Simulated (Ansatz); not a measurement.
**BODIPY (C₁₃H₁₅BF₂N₂): a spread of methods and bases**

Aim: run BODIPY (C₁₃H₁₅BF₂N₂) under a spread of inputs, and see what each costs and gives.

Computed with Ansatz 0.2.0, Gaussian basis. Level: the settings change from run to run.

### Step 1. The geometry

The geometry comes from an earlier relaxation with PBE-D4/def2-SVP; it is a stationary point, not always the lowest conformer.

SMILES `CC1=CC(C)=[N+]2C1=Cc1c(C)cc(C)n1[B-]2(F)F`, 33 atoms, charge 0, spin multiplicity 1.

Atoms are counted from 1 here; the program's logs count them from 0.

Bond lengths: C1–C2 1.496 Å, C1–H19 1.110 Å, C1–H20 1.111 Å, C1–H21 1.107 Å, C2–C3 1.399 Å, C2–C7 1.435 Å, C3–C4 1.423 Å, C3–H22 1.097 Å, C4–C5 1.490 Å, C4–N6 1.356 Å, C5–H23 1.109 Å, C5–H24 1.109 Å, C5–H25 1.105 Å, N6–C7 1.395 Å, N6–B16 1.568 Å, C7–C8 1.398 Å, C8–C9 1.398 Å, C8–H26 1.100 Å and more. Angles: C2–C1–H19 111.9°, C2–C1–H20 111.6°, C2–C1–H21 111.1°, H19–C1–H20 106.9°, H19–C1–H21 107.7°, H20–C1–H21 107.3°, C1–C2–C3 128.2°, C1–C2–C7 126.1°, C3–C2–C7 105.7°, C2–C3–C4 108.1°, C2–C3–H22 126.9°, C4–C3–H22 125.0°, C3–C4–C5 128.6°, C3–C4–N6 109.1°, C5–C4–N6 122.3°, C4–C5–H23 110.3°, C4–C5–H24 110.4°, C4–C5–H25 111.1° and more.

### Step 2. B3LYP/6-31G

Options: charge -1, multiplicity 2, atoms shaken by 0.15 Å, D3(BJ) dispersion, high accuracy, the search for lower states set to off.

Input file in.yaml:

```yaml
crystal:
  periodic: [false, false, false]
  atoms:
    - {symbol: C, position_ang: [2.571214, -3.266989, 0.434722]}
    - {symbol: C, position_ang: [2.243858, -1.681738, 0.124336]}
    - {symbol: C, position_ang: [3.312568, -0.593655, 0.149004]}
    - {symbol: C, position_ang: [2.629901, 0.709072, -0.502493]}
    - {symbol: C, position_ang: [3.097415, 1.978731, -0.447147]}
    - {symbol: N, position_ang: [1.322708, 0.495700, -0.062723]}
    - {symbol: C, position_ang: [0.993211, -0.690476, -0.029175]}
    - {symbol: C, position_ang: [-0.235096, -1.232256, 0.258008]}
    - {symbol: C, position_ang: [-1.400322, -0.711038, 0.251922]}
    - {symbol: C, position_ang: [-2.740368, -1.048504, 0.199062]}
    - {symbol: C, position_ang: [-3.248284, -2.237070, 0.235158]}
    - {symbol: C, position_ang: [-3.501106, 0.515013, -0.000716]}
    - {symbol: C, position_ang: [-2.071917, 1.391487, -0.067338]}
    - {symbol: C, position_ang: [-2.254200, 3.241549, -0.443249]}
    - {symbol: N, position_ang: [-1.050900, 0.869921, -0.248466]}
    - {symbol: B, position_ang: [0.315280, 1.576479, -0.193548]}
    - {symbol: F, position_ang: [-0.005092, 2.127491, -1.779838]}
    - {symbol: F, position_ang: [0.424459, 2.329699, 0.756303]}
    - {symbol: H, position_ang: [1.824815, -3.528547, 1.246593]}
    - {symbol: H, position_ang: [2.279753, -3.567218, -0.412900]}
    - {symbol: H, position_ang: [3.690189, -3.327078, 0.596555]}
    - {symbol: H, position_ang: [4.363995, -0.652015, 0.155302]}
    - {symbol: H, position_ang: [2.774313, 2.687612, -0.040701]}
    - {symbol: H, position_ang: [3.050000, 2.621290, -1.390853]}
    - {symbol: H, position_ang: [4.635294, 1.936666, -0.393653]}
    - {symbol: H, position_ang: [-0.288366, -2.587263, 0.303816]}
    - {symbol: H, position_ang: [-4.462757, -2.124990, 0.679989]}
    - {symbol: H, position_ang: [-2.968180, -2.991257, -0.084161]}
    - {symbol: H, position_ang: [-2.945281, -2.931183, 1.452343]}
    - {symbol: H, position_ang: [-4.519915, 0.607590, 0.320872]}
    - {symbol: H, position_ang: [-3.803346, 3.148218, -0.240730]}
    - {symbol: H, position_ang: [-1.878747, 3.320451, 0.476105]}
    - {symbol: H, position_ang: [-2.304006, 3.103704, -1.281105]}
basis:
  gaussian: {orbitals: 6-31G}
total_charge: -1
magnetization: {spin_polarized: true, initial_magnetization: 1}
hamiltonian: {xc: {name: B3LYP}, dispersion: d3bj}
accuracy: high
scf: {lower_state_search: off}
output: {forces: true}
```

On the command line:

```sh
$ ansatz run in.yaml --threads 2 --pin off --events-out ev --progress --plain --max-ram 31744MiB --backend cuda --devices 0, --max-vram 18GiB
```

Output, cut to the lines that bear on the results:

```text
Functional definition: B3LYP
  name "B3LYP"
  cite "Stephens, Devlin, Chabalowski & Frisch, J. Phys. Chem. 98, 11623 (1994) doi:10.1021/j100096a001"
  cite "Becke, Phys. Rev. A 38, 3098 (1988) doi:10.1103/PhysRevA.38.3098"
  cite "Lee, Yang & Parr, Phys. Rev. B 37, 785 (1988) doi:10.1103/PhysRevB.37.785"
  cite "Vosko, Wilk & Nusair, Can. J. Phys. 58, 1200 (1980) doi:10.1139/p80-159"
[...]
5291 factors; integrals over basis functions are off by at most 7.6e-8 eV
[...]
mean field -22789.97797778 eV, -837.5162430815 hartree, gradient 7.4e-8 eV, S^2 0.792861; 0 other end points of the search recorded, 0 dependent functions left out
[...]
reference -22789.97804683 eV, -837.5162456190 hartree; 66, 65 occupied and 126, 127 virtual orbitals, 5291 factors
Total energy: -22791.91227215 eV, -837.5873270885 hartree
Atom 0 at     2.571214    -3.266989     0.434722 Å, force     0.454021     6.355060     6.156793 eV/Å
Atom 1 at     2.243858    -1.681738     0.124336 Å, force     2.597753     5.438132     0.913050 eV/Å
Atom 2 at     3.312568    -0.593655     0.149004 Å, force    -4.564382     0.038260    -3.841453 eV/Å
Atom 3 at     2.629901     0.709072    -0.502493 Å, force     0.935869    -7.172100     5.120839 eV/Å
Atom 4 at     3.097415     1.978731    -0.447147 Å, force    11.493447    -4.119624    -9.229492 eV/Å
Atom 5 at     1.322708     0.495700    -0.062723 Å, force     1.913824     6.857173    -4.350806 eV/Å
[...]
Atom 18 at     1.824815    -3.528547     1.246593 Å, force     1.445504    -0.388790    -0.571968 eV/Å
Atom 19 at     2.279753    -3.567218    -0.412900 Å, force    -1.980332    -3.938948    -6.717715 eV/Å
Atom 20 at     3.690189    -3.327078     0.596555 Å, force    -1.554724    -0.258032     0.228705 eV/Å
Atom 21 at     4.363995    -0.652015     0.155302 Å, force     1.311570    -0.451758     0.073695 eV/Å
Atom 22 at     2.774313     2.687612    -0.040701 Å, force    -5.112582    10.073407     9.132748 eV/Å
Atom 23 at     3.050000     2.621290    -1.390853 Å, force     0.455904    -1.433849    -0.869847 eV/Å
Atom 24 at     4.635294     1.936666    -0.393653 Å, force    -4.196262     0.303413     0.273142 eV/Å
Atom 25 at    -0.288366    -2.587263     0.303816 Å, force     0.450085     3.906268     0.150695 eV/Å
Atom 26 at    -4.462757    -2.124990     0.679989 Å, force     2.866590    -1.056155    -2.233105 eV/Å
Atom 27 at    -2.968180    -2.991257    -0.084161 Å, force     4.245756   -12.936345    -7.603238 eV/Å
Atom 28 at    -2.945281    -2.931183     1.452343 Å, force    -0.186511     1.253757    -0.847256 eV/Å
Atom 29 at    -4.519915     0.607590     0.320872 Å, force    -0.251416     0.838024     0.237400 eV/Å
Atom 30 at    -3.803346     3.148218    -0.240730 Å, force     4.038835     0.733506    -0.200295 eV/Å
Atom 31 at    -1.878747     3.320451     0.476105 Å, force     2.320410     2.442241     2.740515 eV/Å
Atom 32 at    -2.304006     3.103704    -1.281105 Å, force     0.922161    -1.193116   -17.315035 eV/Å
Dipole moment:     0.493844    -0.371454     0.319037 e Å
Checks for a lower state left out: stability, starts, cluster_reference, orbital_swaps, neighbouring_geometries, increment
```

It took 11 s on 1 × H100 (card shared with other runs) with 2 threads of AMD EPYC 7R13, shared host; peak host memory 1.6 GiB.

Largest force 18.989 eV/Å, ⟨S²⟩ 0.793.

### Step 3. wB97X/cc-pVDZ

Input file in.yaml:

```yaml
crystal:
  periodic: [false, false, false]
  atoms:
    - {symbol: C, position_ang: [2.621018, -3.003489, 0.336560]}
    - {symbol: C, position_ang: [2.392651, -1.539797, 0.129377]}
    - {symbol: C, position_ang: [3.345818, -0.538056, -0.085225]}
    - {symbol: C, position_ang: [2.658341, 0.697073, -0.252881]}
    - {symbol: C, position_ang: [3.226020, 2.050665, -0.508821]}
    - {symbol: N, position_ang: [1.324843, 0.480470, -0.141768]}
    - {symbol: C, position_ang: [1.119170, -0.879245, 0.094386]}
    - {symbol: C, position_ang: [-0.174305, -1.386802, 0.249568]}
    - {symbol: C, position_ang: [-1.300135, -0.561953, 0.169793]}
    - {symbol: C, position_ang: [-2.695929, -0.872612, 0.291831]}
    - {symbol: C, position_ang: [-3.277587, -2.227754, 0.542441]}
    - {symbol: C, position_ang: [-3.370973, 0.341010, 0.122519]}
    - {symbol: C, position_ang: [-2.400524, 1.359675, -0.095834]}
    - {symbol: C, position_ang: [-2.615776, 2.815457, -0.328739]}
    - {symbol: N, position_ang: [-1.163570, 0.806468, -0.066165]}
    - {symbol: B, position_ang: [0.196598, 1.562957, -0.253064]}
    - {symbol: F, position_ang: [0.237678, 2.166716, -1.515490]}
    - {symbol: F, position_ang: [0.352058, 2.521109, 0.756788]}
    - {symbol: H, position_ang: [2.039336, -3.396456, 1.195863]}
    - {symbol: H, position_ang: [2.319205, -3.594484, -0.554973]}
    - {symbol: H, position_ang: [3.690203, -3.216778, 0.527374]}
    - {symbol: H, position_ang: [4.434798, -0.662496, -0.121729]}
    - {symbol: H, position_ang: [2.877755, 2.766863, 0.262883]}
    - {symbol: H, position_ang: [2.861903, 2.445367, -1.479655]}
    - {symbol: H, position_ang: [4.330672, 2.023042, -0.516098]}
    - {symbol: H, position_ang: [-0.309956, -2.461913, 0.436800]}
    - {symbol: H, position_ang: [-4.378923, -2.176762, 0.637781]}
    - {symbol: H, position_ang: [-3.045509, -2.933760, -0.283117]}
    - {symbol: H, position_ang: [-2.880048, -2.681125, 1.474815]}
    - {symbol: H, position_ang: [-4.455598, 0.500666, 0.150539]}
    - {symbol: H, position_ang: [-3.690278, 3.069812, -0.286446]}
    - {symbol: H, position_ang: [-2.063807, 3.412144, 0.425800]}
    - {symbol: H, position_ang: [-2.205138, 3.114019, -1.315103]}
basis:
  gaussian: {orbitals: cc-pVDZ}
hamiltonian: {xc: {name: wB97X}}
scf: {omitted_lower_state_checks: [starts]}
output: {forces: true}
```

The command is unchanged.

Output, cut to the lines that bear on the results:

```text
Functional definition: wB97X
  name "wB97X"
  cite "Chai & Head-Gordon, J. Chem. Phys. 128, 084106 (2008) doi:10.1063/1.2834918"
  cite "Becke, J. Chem. Phys. 107, 8554 (1997) doi:10.1063/1.475007"
[...]
  # The coefficients of nought are those of the uniform gas.
[...]
      + exact_x_lr(omega)
[...]
      + integral(e_c_pw_opposite_spin*poly(b97_u_opposite, 1, cos1, cos2, cos3, cos4))
[...]
3022 factors; integrals over basis functions are off by at most 1.2e-3 eV
924 factors; integrals over basis functions are off by at most 4.5e-6 eV
[...]
mean field -22816.79004628 eV, -838.5015684252 hartree, gradient 2.2e-5 eV, S^2 0.000000; 0 other end points of the search recorded, 0 dependent functions left out
[...]
reference -22816.78999612 eV, -838.5015665817 hartree; 65, 65 occupied and 262, 262 virtual orbitals, 3022 factors
Total energy: -22816.78999612 eV, -838.5015665817 hartree
[...]
Atom 24 at     4.330672     2.023042    -0.516098 Å, force    -0.264013    -0.018388     0.007625 eV/Å
Atom 25 at    -0.309956    -2.461913     0.436800 Å, force     0.029208     0.227345    -0.038304 eV/Å
Atom 26 at    -4.378923    -2.176762     0.637781 Å, force     0.275588     0.010994    -0.025339 eV/Å
Atom 27 at    -3.045509    -2.933760    -0.283117 Å, force    -0.060072     0.228870     0.194992 eV/Å
Atom 28 at    -2.880048    -2.681125     1.474815 Å, force    -0.101507     0.163630    -0.231757 eV/Å
Atom 29 at    -4.455598     0.500666     0.150539 Å, force     0.269532    -0.040985    -0.006422 eV/Å
Atom 30 at    -3.690278     3.069812    -0.286446 Å, force     0.250591    -0.084984    -0.004246 eV/Å
Atom 31 at    -2.063807     3.412144     0.425800 Å, force    -0.152703    -0.193811    -0.166151 eV/Å
Atom 32 at    -2.205138     3.114019    -1.315103 Å, force    -0.115980    -0.126510     0.248538 eV/Å
Dipole moment:    -0.101853    -0.795371     0.116330 e Å
Checks for a lower state left out: starts
```

Run time: 6.5 s. Hardware: 1 × H100 (card shared with other runs) with 2 threads of AMD EPYC 7R13, shared host; peak host memory 1.2 GiB.

Largest force 0.850 eV/Å, dipole 3.89 D.

### Step 4. RPBE/cc-pVDZ

Set apart from the defaults: charge +1, multiplicity 2, a grid of angular degree 11.

in.yaml: that of step 3 with these lines changed.

```diff
@@ -37,5 +37,6 @@
 basis:
-  gaussian: {orbitals: cc-pVDZ}
-hamiltonian: {xc: {name: wB97X}}
-scf: {omitted_lower_state_checks: [starts]}
+  gaussian: {orbitals: cc-pVDZ, final_grid: {core_spheres: 5, valence_spheres: 4, degree: 11}}
+total_charge: 1
+magnetization: {spin_polarized: true, initial_magnetization: 1}
+hamiltonian: {xc: {name: RPBE}}
 output: {forces: true}
```

The command is unchanged.

Output, cut to the lines that bear on the results:

```text
Functional definition: RPBE
  name "RPBE"
  cite "Hammer, Hansen & Nørskov, Phys. Rev. B 59, 7413 (1999) doi:10.1103/PhysRevB.59.7413"
  cite "Perdew, Burke & Ernzerhof, Phys. Rev. Lett. 77, 3865 (1996) doi:10.1103/PhysRevLett.77.3865"
[...]
4032 factors; their error is unknown
[...]
mean field -22815.98997623 eV, -838.4721663930 hartree, gradient 3.5e-5 eV, S^2 0.762132; 5 other end points of the search recorded, 0 dependent functions left out
[...]
reference -22815.99000476 eV, -838.4721674416 hartree; 65, 64 occupied and 262, 263 virtual orbitals, 4032 factors
Total energy: -22815.99000476 eV, -838.4721674416 hartree
Atom 0 at     2.621018    -3.003489     0.336560 Å, force     0.177901    -0.198878     0.192089 eV/Å
Atom 1 at     2.392651    -1.539797     0.129377 Å, force     1.386180    -0.597502    -0.037641 eV/Å
[...]
Atom 23 at     2.861903     2.445367    -1.479655 Å, force     0.059877     0.113064    -0.105511 eV/Å
Atom 24 at     4.330672     2.023042    -0.516098 Å, force    -0.041121    -0.157334     0.008286 eV/Å
Atom 25 at    -0.309956    -2.461913     0.436800 Å, force    -0.008845    -0.039216     0.001719 eV/Å
Atom 26 at    -4.378923    -2.176762     0.637781 Å, force     0.058991     0.140110    -0.044648 eV/Å
Atom 27 at    -3.045509    -2.933760    -0.283117 Å, force    -0.042180    -0.080901    -0.020167 eV/Å
Atom 28 at    -2.880048    -2.681125     1.474815 Å, force    -0.017317    -0.039060     0.028186 eV/Å
Atom 29 at    -4.455598     0.500666     0.150539 Å, force    -0.024638    -0.029714     0.009715 eV/Å
Atom 30 at    -3.690278     3.069812    -0.286446 Å, force    -0.002371    -0.161488     0.016266 eV/Å
Atom 31 at    -2.063807     3.412144     0.425800 Å, force    -0.000959     0.085431     0.062262 eV/Å
Atom 32 at    -2.205138     3.114019    -1.315103 Å, force    -0.027506     0.108223    -0.099346 eV/Å
Dipole moment:    -0.114377    -0.929497     0.130437 e Å
```

It took 7 s on 1 × H100 (card shared with other runs) with 2 threads of AMD EPYC 7R13, shared host; peak host memory 1 GiB.

Largest force 1.510 eV/Å, ⟨S²⟩ 0.762.

### Step 5. B3LYP/def2-mTZVPP

Options: density fitting with def2-universal-jkfit, D4 dispersion.

in.yaml: that of step 4 with these lines changed.

```diff
@@ -37,6 +37,4 @@
 basis:
-  gaussian: {orbitals: cc-pVDZ, final_grid: {core_spheres: 5, valence_spheres: 4, degree: 11}}
-total_charge: 1
-magnetization: {spin_polarized: true, initial_magnetization: 1}
-hamiltonian: {xc: {name: RPBE}}
-output: {forces: true}
+  gaussian: {orbitals: def2-mTZVPP, fitting: {mean_field: def2-universal-jkfit}}
+hamiltonian: {xc: {name: B3LYP}, dispersion: d4}
+scf: {omitted_lower_state_checks: [starts]}
```

Launched as before.

Output, cut to the lines that bear on the results:

```text
Functional definition: B3LYP
  name "B3LYP"
  cite "Stephens, Devlin, Chabalowski & Frisch, J. Phys. Chem. 98, 11623 (1994) doi:10.1021/j100096a001"
  cite "Becke, Phys. Rev. A 38, 3098 (1988) doi:10.1103/PhysRevA.38.3098"
  cite "Lee, Yang & Parr, Phys. Rev. B 37, 785 (1988) doi:10.1103/PhysRevB.37.785"
  cite "Vosko, Wilk & Nusair, Can. J. Phys. 58, 1200 (1980) doi:10.1139/p80-159"
[...]
1628 factors; integrals over basis functions are off by at most 1.6e0 eV
[...]
mean field -22829.02591369 eV, -838.9512282587 hartree, gradient 3.9e-5 eV, S^2 0.000000; 0 other end points of the search recorded, 0 dependent functions left out
reference -22829.02635252 eV, -838.9512443851 hartree; 65, 65 occupied and 372, 372 virtual orbitals, 1628 factors
Total energy: -22830.86307510 eV, -839.0187426950 hartree
Checks for a lower state left out: starts
```

It took 2.5 s on 1 × H100 (card shared with other runs) with 2 threads of AMD EPYC 7R13, shared host; peak host memory 0.87 GiB.

### Step 6. The runs in one table

```
            level  charge  multiplicity  geometry  functions  energy (eV)   time
      B3LYP/6-31G      -1             2    shaken        192   -22791.912   11 s
    wB97X/cc-pVDZ       0             1   relaxed        327   -22816.790  6.5 s
     RPBE/cc-pVDZ       1             2   relaxed        327   -22815.990    7 s
B3LYP/def2-mTZVPP       0             1   relaxed        437   -22830.863  2.5 s
```

### Step 7. What came out

| quantity | value |
| --- | --- |
| runs | 4 |
| quickest | B3LYP/def2-mTZVPP, 2.5 s |
| slowest | B3LYP/6-31G, 11 s |
| spread of total energies, same state and geometry | 14.1 eV |

What this shows: Run time spans a factor of 4, from B3LYP/def2-mTZVPP to B3LYP/6-31G. The jobs differ in tasks and options as well as level. The totals spread over 14 eV; they can't be compared across methods or bases. At the PBE-D4/def2-SVP geometry and in the same state, runs without warnings or point charges leave forces up to 0.85 eV/Å (wB97X/cc-pVDZ).
